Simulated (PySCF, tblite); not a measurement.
# C4H2F3NO: geometry, infrared bands and NMR shifts

Aim: predict the infrared bands and NMR shifts of C4H2F3NO (`N#C[C@@]1(F)O[C@H]1C(F)F`).

Computed with tblite 0.8.0 and PySCF 2.14.0, with density-fitted response routines of our own, on a single molecule in the gas phase. Atoms are numbered from 0 throughout.

## 1. The molecule as given

11 atoms, charge 0, multiplicity 1; geometry from: force field or distance geometry start.

Bonds of the start (Å): N0–C1 1.15, C1–C2 1.48, C2–F3 1.34, C2–O4 1.39, O4–C5 1.37, C5–C6 1.49, C6–F7 1.39, C6–F8 1.37, C5–C2 1.54, C5–H9 1.12, C6–H10 1.12.

## 2. Geometry optimisation with GFN2-xTB

Job settings and geometry (Å):

```
{"job": {"kind": "relax", "xc": "GFN2-xTB", "basis": "xTB"}, "charge": 0, "multiplicity": 1}
N      1.702400     0.710200    -2.007500
C      1.387700     0.097100    -1.091800
C      1.023100    -0.691300     0.108100
F      1.197300    -2.023000     0.110000
O      1.033600     0.078500     1.266300
C     -0.239800    -0.245500     0.867700
C     -1.100200     0.639100     0.028400
F     -1.446500    -0.131400    -1.075000
F     -2.244700     1.056800     0.658400
H     -0.762400    -0.992500     1.515000
H     -0.545000     1.504800    -0.405500
```

Launch:

```bash
$ OMP_NUM_THREADS=1 python probes_run.py task.json out
```

One launch serves the whole session: the jobs run in the order shown.

**Question.** This job is followed by: GFN2-xTB harmonic vibrations, gas phase; GIAO PBE0/pcSseg-1 NMR shielding, non-relativistic, gas phase. What will the session give for the following? strongest single infrared mode (GFN2-xTB); zero-point energy (GFN2-xTB); ¹³C shifts against TMS (PBE0/pcSseg-1); ¹H shifts against TMS (PBE0/pcSseg-1); ¹⁵N shifts against NH3 (PBE0/pcSseg-1); ¹⁹F shifts against CFCl3 (PBE0/pcSseg-1); ¹⁷O shifts against H2O (PBE0/pcSseg-1).

**Answer**, as computed:

```
                                 quantity                         value
strongest single infrared mode (GFN2-xTB)         1054 cm⁻¹, 136 km/mol
             zero-point energy (GFN2-xTB)                 36.7 kcal/mol
   ¹³C shifts against TMS (PBE0/pcSseg-1)  121.7, 115.9, 80.5, 62.3 ppm
    ¹H shifts against TMS (PBE0/pcSseg-1)                5.84, 3.55 ppm
   ¹⁵N shifts against NH3 (PBE0/pcSseg-1)                     323.9 ppm
 ¹⁹F shifts against CFCl3 (PBE0/pcSseg-1)    -139.3, -141.2, -163.4 ppm
   ¹⁷O shifts against H2O (PBE0/pcSseg-1)                     104.1 ppm
```

What this shows: Over 45 steps the energy fell by 0.485 eV; of the close pairs, C2–C5 changed most, 1.540 to 1.478 Å. No mode is imaginary among the 27: a minimum at this level. GFN2-xTB is a fitted tight-binding method: band positions and strengths are rough. Its intensities can rank the bands wrongly. H10 (hydrogen on an sp3 CH bonded to 2 F) lies farthest downfield among hydrogen, at 5.84 ppm; its carbon carries F, an electronegative neighbour. At PBE0/pcSseg-1: Shielding is most anisotropic at N0 (span 503 ppm, paramagnetic term -394 ppm).
